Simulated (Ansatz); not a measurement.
# C₂H₆SSi: one species, many methods

The task here is to estimate one member of a computed series from the others.

Computed with Ansatz 0.2.0, Gaussian basis. Level: functionals in def2-TZVPP, the program's frozen cores in correlated methods.

Levels to be run: LDA (SPW92), PBE-D4, revPBE-D4, BLYP-D4, r2SCAN-D4, B97M-V, PBE0-D4, B3LYP-D4, r2SCANh-D4, r2SCAN0-D4, HSE06-D4, BHLYP-D4, CAM-B3LYP-D4, LC-ωPBE, ωB97X-V, ωB97M-V, B2PLYP, PBE-QIDH; CCSD(T)/def2-SVP; CCSD(T)/def2-TZVPP; MP2/def2-QZVPP; extrapolation to the limit; RPA on PBE.

### The geometry

The geometry comes from an earlier relaxation with PBE0-D4 in a triple-zeta def2 set; it is a stationary point, not always the lowest conformer.

10 atoms, charge 0, spin multiplicity 1.

Atoms are counted from 1 here; the program's logs count them from 0.

Bond lengths: S1–C2 1.785 Å, S1–H5 1.343 Å, C2–C3 1.546 Å, C2–Si4 1.856 Å, C2–H6 1.086 Å, C3–Si4 1.844 Å, C3–H7 1.085 Å, C3–H8 1.085 Å, Si4–H9 1.475 Å, Si4–H10 1.478 Å. Angles: C2–S1–H5 98.6°, S1–C2–C3 114.3°, S1–C2–Si4 121.2°, S1–C2–H6 114.0°, C3–C2–Si4 64.9°, C3–C2–H6 114.2°, Si4–C2–H6 118.6°, C2–C3–Si4 65.7°, C2–C3–H7 115.7°, C2–C3–H8 115.6°, Si4–C3–H7 120.1°, Si4–C3–H8 118.5°, H7–C3–H8 113.1°, C2–Si4–C3 49.4°, C2–Si4–H9 118.3°, C2–Si4–H10 118.6°, C3–Si4–H9 119.9°, C3–Si4–H10 119.0° and more.

Geometry (Å):

| atom | x (Å) | y (Å) | z (Å) |
| --- | --- | --- | --- |
| S1 | -1.6757 | 0.4358 | -1.2106 |
| C2 | -0.0750 | 0.5864 | -0.4349 |
| C3 | 0.8106 | -0.6746 | -0.5556 |
| Si4 | 0.3002 | -0.2675 | 1.1693 |
| H5 | -2.4089 | 1.0760 | -0.2856 |
| H6 | 0.4399 | 1.5154 | -0.6624 |
| H7 | 1.8334 | -0.5032 | -0.8745 |
| H8 | 0.3487 | -1.5266 | -1.0440 |
| H9 | -0.7766 | -1.0394 | 1.8184 |
| H10 | 1.2866 | 0.3466 | 2.0829 |

Set-up of the first run:

Input file in.yaml:

```yaml
crystal:
  periodic: [false, false, false]
  atoms:
    - {symbol: S, position_ang: [-1.675721, 0.435790, -1.210555]}
    - {symbol: C, position_ang: [-0.074981, 0.586433, -0.434850]}
    - {symbol: C, position_ang: [0.810581, -0.674647, -0.555589]}
    - {symbol: Si, position_ang: [0.300200, -0.267541, 1.169301]}
    - {symbol: H, position_ang: [-2.408908, 1.075953, -0.285566]}
    - {symbol: H, position_ang: [0.439894, 1.515403, -0.662450]}
    - {symbol: H, position_ang: [1.833387, -0.503171, -0.874532]}
    - {symbol: H, position_ang: [0.348660, -1.526571, -1.044045]}
    - {symbol: H, position_ang: [-0.776565, -1.039388, 1.818385]}
    - {symbol: H, position_ang: [1.286552, 0.346641, 2.082903]}
basis:
  gaussian: {orbitals: def2-TZVPP}
hamiltonian: {xc: lda}
output: {orbitals: {seedname: orbitals}}
```

Launch:

```
$ ansatz run in.yaml --threads 2 --pin off --events-out ev --progress --plain --max-ram 4352MiB
```

Among the steps run: LDA; PBE-D4 (GGA); revPBE-D4 (GGA); BLYP-D4 (GGA); r2SCAN-D4 (meta-GGA); B97M-V (meta-GGA); PBE0-D4 (hybrid); B3LYP-D4 (hybrid); r2SCANh-D4 (hybrid); r2SCAN0-D4 (hybrid); HSE06-D4 (hybrid); BHLYP-D4 (hybrid); CAM-B3LYP-D4 (range-separated); LC-ωPBE (range-separated); ωB97X-V (range-separated); ωB97M-V (range-separated); B2PLYP (double hybrid); PBE-QIDH (double hybrid).

One table of the session follows, with a row left open; its other results are not shown here.

It belongs to the step «Frontier levels by functional». 

```
  functional  HOMO (eV)  gap (eV)
 LDA (SPW92)      -5.41      4.19
      PBE-D4      -5.29      4.25
   revPBE-D4      -5.24      4.28
     BLYP-D4      -5.13      4.22
   r2SCAN-D4      -5.50      4.73
      B97M-V      -5.58      4.70
     PBE0-D4      -6.41      6.22
    B3LYP-D4      -6.19      5.78
  r2SCANh-D4      -5.91      5.45
  r2SCAN0-D4      -6.54      6.52
    HSE06-D4      -6.01      5.45
    BHLYP-D4      -7.41      8.05
CAM-B3LYP-D4          ?         ?
     LC-ωPBE      -9.04     10.95
     ωB97X-V      -8.70     10.47
     ωB97M-V      -8.55     10.06
```

Estimate the missing values for CAM-B3LYP-D4.

The run gave: HOMO (eV): -7.70; gap (eV): 8.48. In the column «HOMO (eV)» it lies between ωB97M-V (-8.55) and BHLYP-D4 (-7.41).
